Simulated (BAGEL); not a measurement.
**AlHSeCl2 (SMILES [Cl][Al]([Cl])[SeH]): HF/def2-SVP (density fitting with qzvpp-jkfit)**

Aim: the energy change on altering one bond length of AlHSeCl2 at HF/def2-SVP (density fitting with qzvpp-jkfit), from 2 runs. 

The results are computed with BAGEL 1.2.2.

1 further run of the same task is left out (set aside as unsound or not needed). Runs told in other sessions of the task aren't counted.

## 1. The system as given

The species is AlHSeCl2 (5 atoms), meant as a singlet with charge 0. As SMILES, `[Cl][Al]([Cl])[SeH]`. Geometry: relaxed at PBE0-D4/def2-TZVP.

Bond lengths: Cl1–Al2 2.080 Å, Al2–Cl3 2.078 Å, Al2–Se4 2.290 Å, Se4–H5 1.470 Å. Angles: Cl1–Al2–Cl3 119.7°, Cl1–Al2–Se4 121.6°, Cl3–Al2–Se4 118.7°, Al2–Se4–H5 90.4°.

## 2. The energy at HF/def2-SVP (density fitting with qzvpp-jkfit)

Input file input.json:

```json
{ "bagel": [

{
  "title": "molecule",
  "basis": "svp",
  "df_basis": "qzvpp-jkfit",
  "angstrom": true,
  "geometry": [
    { "atom": "Cl", "xyz": [      -1.129100,      -1.388600,       1.240100 ] },
    { "atom": "Al", "xyz": [       0.378800,      -0.407400,       0.195200 ] },
    { "atom": "Cl", "xyz": [       2.327200,      -1.125400,       0.281000 ] },
    { "atom": "Se", "xyz": [      -0.051800,       1.460300,      -1.058800 ] },
    { "atom": "H", "xyz": [      -1.475200,       1.387400,      -0.698900 ] }
  ]
},

{
  "title": "hf",
  "charge": 0
},

{
  "title": "print",
  "file": "orbitals.molden",
  "orbitals": true
}

]}
```

Launch:

```console
BAGEL_NUM_THREADS=1 BAGEL input.json > input.out
```

Output:

```text
* using 1 threads per process

  ===============================================================
  ===============================================================

  *** Geometry ***

  { "atom" : "Cl", "xyz" : [     -2.133690,     -2.624074,      2.343449 ] },
  { "atom" : "Al", "xyz" : [      0.715828,     -0.769874,      0.368875 ] },
  { "atom" : "Cl", "xyz" : [      4.397771,     -2.126698,      0.531013 ] },
  { "atom" : "Se", "xyz" : [     -0.097888,      2.759567,     -2.000842 ] },
  { "atom" : "H", "xyz" : [     -2.787724,      2.621806,     -1.320730 ] },

  Number of auxiliary basis functions:      668

  Since a DF basis is specified, we compute 2- and 3-index integrals:
    o Being stored without compression. Storage requirement is 0.044 GB

  Number of basis functions:       91
  Number of electrons      :       82

    * METHOD: MOLECULE                             0.47

  *** RHF ***

  === Nuclear Repulsion ===
   437.9471042451

      * DIIS with orbital gradients will be used.

  === RHF iteration (svp) ===
      0      -3560.82728209          0.00664668           0.25
      1      -3560.87474728          0.00278574           0.24
      2      -3560.88216726          0.00070763           0.24
      3      -3560.88282635          0.00014822           0.24
      4      -3560.88285625          0.00004078           0.22
      5      -3560.88285888          0.00001328           0.24
      6      -3560.88285916          0.00000486           0.24
      7      -3560.88285920          0.00000115           0.22
      8      -3560.88285920          0.00000035           0.23
      9      -3560.88285920          0.00000015           0.24
     10      -3560.88285920          0.00000004           0.23
     11      -3560.88285920          0.00000001           0.24
     12      -3560.88285920          0.00000000           0.24
    * SCF iteration converged.

    * Permanent dipole moment:
           (    0.348128,    -0.216587,     0.081207) a.u.

    * METHOD: HF                                   3.47

    * METHOD: PRINT                                0.01

  ===============================================================
```

It took 4.2 s on 1 thread of Arm Neoverse V2, shared host; peak memory 0.19 GiB.

## 3. The distorted shape, same level

Input file calc.json:

```json
{ "bagel": [

{
  "title": "molecule",
  "basis": "svp",
  "df_basis": "qzvpp-jkfit",
  "angstrom": "true",
  "geometry": [
    { "atom": "Cl", "xyz": [   -1.883053,   -1.879202,    1.762552 ] },
    { "atom": "Al", "xyz": [    0.378800,   -0.407400,    0.195200 ] },
    { "atom": "Cl", "xyz": [    2.327200,   -1.125400,    0.281000 ] },
    { "atom": "Se", "xyz": [   -0.051800,    1.460300,   -1.058800 ] },
    { "atom": "H", "xyz": [   -1.475200,    1.387400,   -0.698900 ] }
  ]
},
{ "title": "hf" },
{ "title": "print", "file": "orbitals.molden", "orbitals": "true" }

]}
```

Launch:

```console
BAGEL_NUM_THREADS=1 BAGEL calc.json > calc.out
```

Output:

```text
* using 1 threads per process

  ===============================================================
  ===============================================================

  *** Geometry ***

  { "atom" : "Cl", "xyz" : [     -3.558454,     -3.551177,      3.330741 ] },
  { "atom" : "Al", "xyz" : [      0.715828,     -0.769874,      0.368875 ] },
  { "atom" : "Cl", "xyz" : [      4.397771,     -2.126698,      0.531013 ] },
  { "atom" : "Se", "xyz" : [     -0.097888,      2.759567,     -2.000842 ] },
  { "atom" : "H", "xyz" : [     -2.787724,      2.621806,     -1.320730 ] },

  Number of auxiliary basis functions:      668

  Since a DF basis is specified, we compute 2- and 3-index integrals:
    o Being stored without compression. Storage requirement is 0.044 GB

  Number of basis functions:       91
  Number of electrons      :       82

    * METHOD: MOLECULE                             0.46

  *** RHF ***

  === Nuclear Repulsion ===
   394.3965072679

      * DIIS with orbital gradients will be used.

  === RHF iteration (svp) ===
      0      -3560.66427191          0.00797896           0.25
      1      -3560.74913928          0.00391875           0.24
      2      -3560.76884348          0.00086678           0.24
      3      -3560.77040441          0.00021052           0.24
      4      -3560.77052872          0.00007907           0.24
      5      -3560.77054832          0.00002893           0.24
      6      -3560.77055107          0.00001132           0.25
      7      -3560.77055133          0.00000284           0.24
      8      -3560.77055135          0.00000077           0.23
      9      -3560.77055135          0.00000029           0.24
     10      -3560.77055136          0.00000012           0.23
     11      -3560.77055136          0.00000004           0.23
     12      -3560.77055136          0.00000002           0.24
     13      -3560.77055136          0.00000001           0.23
    * SCF iteration converged.

    * Permanent dipole moment:
           (   -1.014828,    -1.324241,     1.185537) a.u.

    * METHOD: HF                                   3.71

    * METHOD: PRINT                                0.01

  ===============================================================
```

It took 4.5 s on 1 thread of Arm Neoverse V2, shared host; peak memory 0.19 GiB.

## 4. Summary of results

At HF/def2-SVP (density fitting with qzvpp-jkfit):

| quantity | value |
| --- | --- |
| first shape: total energy | -3560.88286 Eh |
| first shape: dipole moment | 1.06 D |
| first shape: HOMO energy | -10.29 eV |
| first shape: LUMO energy | 2.02 eV |
| first shape: HOMO–LUMO gap | 12.31 eV |
| distorted shape: total energy | -3560.77055 Eh |
| distorted shape: dipole moment | 5.20 D |
| distorted shape: HOMO energy | -10.44 eV |
| distorted shape: LUMO energy | -0.75 eV |
| distorted shape: HOMO–LUMO gap | 9.69 eV |
| energy change with the Cl1–Al2 bond stretched from 2.080 to 3.121 Å | 3.056 eV |

In words: With the Cl1–Al2 bond stretched from 2.080 to 3.121 Å the energy rises by 3.06 eV (70 kcal/mol). The first shape isn't relaxed at this level, so the change isn't measured from a minimum.
